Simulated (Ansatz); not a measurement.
# LaAlGe: the cost of one run

Program: Ansatz 0.2.0. Level of theory: DFT PBEsol, scalar-relativistic, plane waves, PAW. These are calculated values, not measurements.

1 further run of the same task is left out (set aside as unsound or not needed). Runs told in other sessions of the task aren't counted.

### 1 The system as given

The cell holds 30 atoms (Al10Ge10HfLa9): a = 9.639 Å, b = 9.639 Å, c = 10.035 Å, α = 118.70°, β = 118.70°, γ = 90.00°.

Structure file:

```
CELL_PARAMETERS angstrom
4.31075 8.62151 0.00000
-8.62151 4.31075 0.00000
2.15538 -6.46613 7.36568
ATOMIC_POSITIONS crystal
Hf 0.76475 0.75834 0.50809
La 0.94923 0.34923 0.49847
La 0.14923 0.94923 0.49847
La 0.34923 0.54923 0.49847
La 0.54923 0.14923 0.49847
La 0.59923 0.29923 0.99847
La 0.79923 0.89923 0.99847
La 0.99923 0.49923 0.99847
La 0.19923 0.09923 0.99847
La 0.39923 0.69923 0.99847
Al 0.13414 0.73681 0.67229
Al 0.33287 0.33287 0.66574
Al 0.53485 0.92859 0.66587
Al 0.73316 0.52516 0.66355
Al 0.93718 0.13235 0.66170
Al 0.18287 0.88287 0.16574
Al 0.37368 0.49153 0.16299
Al 0.58287 0.08287 0.16574
Al 0.79175 0.67871 0.16588
Al 0.98287 0.28287 0.16574
Ge 0.96593 0.57083 0.33866
Ge 0.16620 0.16620 0.33240
Ge 0.36136 0.77075 0.33601
Ge 0.58176 0.36713 0.33992
Ge 0.76426 0.97126 0.33776
Ge 0.61620 0.51620 0.83240
Ge 0.81151 0.10597 0.82019
Ge 0.01254 0.71494 0.83453
Ge 0.21620 0.31620 0.83240
Ge 0.41620 0.91620 0.83240
```

The host was relaxed before at PBEsol: a = 4.311 Å, b = 4.311 Å, c = 14.731 Å, α = 90.00°, β = 90.00°, γ = 90.00° (conventional cell), 22.812 Å³/atom.

Places, in fractions of the supercell: Hf in place of La at (0.749, 0.749, 0.498). Its neighbours start displaced at random, with a spread of 0.05 Å in each coordinate.

### 2 The perfect crystal in the supercell of 30 atoms

input.yaml

```yaml
crystal:
  lattice:
    - [4.3107533799, 8.6215067599, 0.0]
    - [-8.6215067599, 4.3107533799, 0.0]
    - [2.15537669, -6.4661300699, 7.3656776179]
  atoms:
    - { symbol: La, position: [0.749232612, 0.749232612, 0.4984652241] }
    - { symbol: La, position: [0.949232612, 0.349232612, 0.4984652241] }
    - { symbol: La, position: [0.149232612, 0.949232612, 0.4984652241] }
    - { symbol: La, position: [0.349232612, 0.549232612, 0.4984652241] }
    - { symbol: La, position: [0.549232612, 0.149232612, 0.4984652241] }
    - { symbol: La, position: [0.599232612, 0.299232612, 0.9984652241] }
    - { symbol: La, position: [0.799232612, 0.899232612, 0.9984652241] }
    - { symbol: La, position: [0.999232612, 0.499232612, 0.9984652241] }
    - { symbol: La, position: [0.199232612, 0.099232612, 0.9984652241] }
    - { symbol: La, position: [0.399232612, 0.699232612, 0.9984652241] }
    - { symbol: Al, position: [0.1328685394, 0.7328685394, 0.6657370789] }
    - { symbol: Al, position: [0.3328685394, 0.3328685394, 0.6657370789] }
    - { symbol: Al, position: [0.5328685394, 0.9328685394, 0.6657370789] }
    - { symbol: Al, position: [0.7328685394, 0.5328685394, 0.6657370789] }
    - { symbol: Al, position: [0.9328685394, 0.1328685394, 0.6657370789] }
    - { symbol: Al, position: [0.1828685394, 0.8828685394, 0.1657370789] }
    - { symbol: Al, position: [0.3828685394, 0.4828685394, 0.1657370789] }
    - { symbol: Al, position: [0.5828685394, 0.0828685394, 0.1657370789] }
    - { symbol: Al, position: [0.7828685394, 0.6828685394, 0.1657370789] }
    - { symbol: Al, position: [0.9828685394, 0.2828685394, 0.1657370789] }
    - { symbol: Ge, position: [0.9661988485, 0.5661988485, 0.3323976971] }
    - { symbol: Ge, position: [0.1661988485, 0.1661988485, 0.3323976971] }
    - { symbol: Ge, position: [0.3661988485, 0.7661988485, 0.3323976971] }
    - { symbol: Ge, position: [0.5661988485, 0.3661988485, 0.3323976971] }
    - { symbol: Ge, position: [0.7661988485, 0.9661988485, 0.3323976971] }
    - { symbol: Ge, position: [0.6161988485, 0.5161988485, 0.8323976971] }
    - { symbol: Ge, position: [0.8161988485, 0.1161988485, 0.8323976971] }
    - { symbol: Ge, position: [0.0161988485, 0.7161988485, 0.8323976971] }
    - { symbol: Ge, position: [0.2161988485, 0.3161988485, 0.8323976971] }
    - { symbol: Ge, position: [0.4161988485, 0.9161988485, 0.8323976971] }
basis:
  ecutwfc: 420
  xc_grid: 2
kpoints:
  mp_grid: { grid: [3, 3, 3], shift: [0.0, 0.0, 0.0] }
hamiltonian:
  xc: pbesol
scf:
  occupations: { method: gaussian, width: 0.05 }
output:
  forces: true
  stress: true
  eigenvalues: true
```

Launch:

```console
ansatz run input.yaml --threads 8 --pin off --max-ram 14336MiB --backend cpu --events-out ev --progress --plain --runs-dir out
```

Q: Estimate wall time and peak memory on 8 threads of Arm Neoverse V2, shared host.

About 12 s, with a peak of 3.5 GiB.
